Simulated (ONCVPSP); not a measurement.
# Pseudopotential generation for Mg: ONCV, LDA (Perdew-Wang 92)

Do these settings give a usable potential? It is generated, then checked for transferability, scattering, ghosts and hardness.

Program: ONCVPSP 4.0.1.1 (patched build). Reference atom: LDA (Perdew-Wang 92), scalar-relativistic, spherical and spin-unpolarised. All values are calculated.

### Step 1. The atom and the settings

Typed settings, in words:

```json
{
  "element": "magnesium (Mg, Z = 12)",
  "type": "optimised norm-conserving Vanderbilt (ONCV)",
  "frozen core": "[He]",
  "valence charge": "10",
  "reference configuration": "2s2 2p6 3s2",
  "partial waves": "2s+3s: rc 1.05 bohr, ncon 3, nbas 8, qcut 11.1 1/bohr, 2 projectors; 2p: rc 1.00 bohr, ncon 4, nbas 8, qcut 17 1/bohr, 2 projectors, debl 1.1 Ha; d scattering state at 0.07 Ha: rc 1.00 bohr, ncon 4, nbas 7, qcut 10 1/bohr, local",
  "local potential": "the d channel",
  "core correction": "not asked for"
}
```

The outer shells as boxes (Hund's rule for the drawing; the calculation is spin-unpolarised):

```
[He] core
2s [↑↓]
2p [↑↓][↑↓][↑↓]
3s [↑↓]
```

### Step 2. The generation run

Input file Mg.dat:

```
# ATOM AND REFERENCE CONFIGURATION
# atsym  z   nc   nv     iexc    psfile
  Mg 12.00    1    3  -001012      upf
#
#   n    l    f
    1    0    2.00
    2    0    2.00
    2    1    6.00
    3    0    2.00
#
# PSEUDOPOTENTIAL AND OPTIMIZATION
# lmax
    2
#
#   l,   rc,      ep,       ncon, nbas, qcut
    0    1.05    0.00    3    8   11.10
    1    1.00    0.00    4    8   17.00
    2    1.00    0.07    4    7   10.00
#
# LOCAL POTENTIAL
# lloc, lpopt,  rc(5),   dvloc0
    2    5    1.00    0.00
#
# VANDERBILT-KLEINMAN-BYLANDER PROJECTORs
# l, nproj, debl
    0    2    1.50
    1    2    1.10
    2    0    0.40
#
# MODEL CORE CHARGE
# icmod, fcfact, rcfact
    0    0.00    0.00
#
# LOG DERIVATIVE ANALYSIS
# epsh1, epsh2, depsh
   -4.00    5.00    0.02
#
# OUTPUT GRID
# rlmax, drl
    6.00    0.01
#
# TEST CONFIGURATIONS
# ncnf
    4
# nvcnf
#   n    l    f
    3
    2    0    2.00
    2    1    6.00
    3    0    1.00
#
    3
    2    0    2.00
    2    1    6.00
    3    0    0.00
#
    3
    2    0    2.00
    2    1    6.00
    3    0    1.50
#
    4
    2    0    2.00
    2    1    6.00
    3    0    1.00
    3    1    1.00
#
```

The run is started by

```sh
oncvpsp.x < Mg.dat > Mg.out
```

Before running it: what results should come out? Wanted: cutoffs for 1 and 0.1 mHa per electron, occupied waves; bound ghosts; GHOST(+) flags; largest test error; largest phase difference near zero energy, channels read; projector energies reset by the program.

The runs gave:

| quantity | value |
| --- | --- |
| cutoffs for 1 and 0.1 mHa per electron, occupied waves | 90 Ha and 105 Ha |
| bound ghosts | none found |
| GHOST(+) flags | none at low energy |
| largest test error (AE − PS) | -0.6 meV, for 2s2 2p6 3s0 |
| largest phase difference near zero energy, channels read | 0.000 rad |
| projector energies reset by the program | p: -1.717, 0.250 Ha |

**Reading.** By total energies transferability is very good: the largest error is 0.6 meV on 23.1 eV, for 2s2 2p6 3s0. It counts as very hard, with 90 Ha needed at the looser tolerance. At the looser tolerance the 2p wave is the slowest; 2s needs 21 Ha. No bound ghost shows below the valence levels. Near zero energy the phases of the channels with partial waves agree within 0.001 rad.
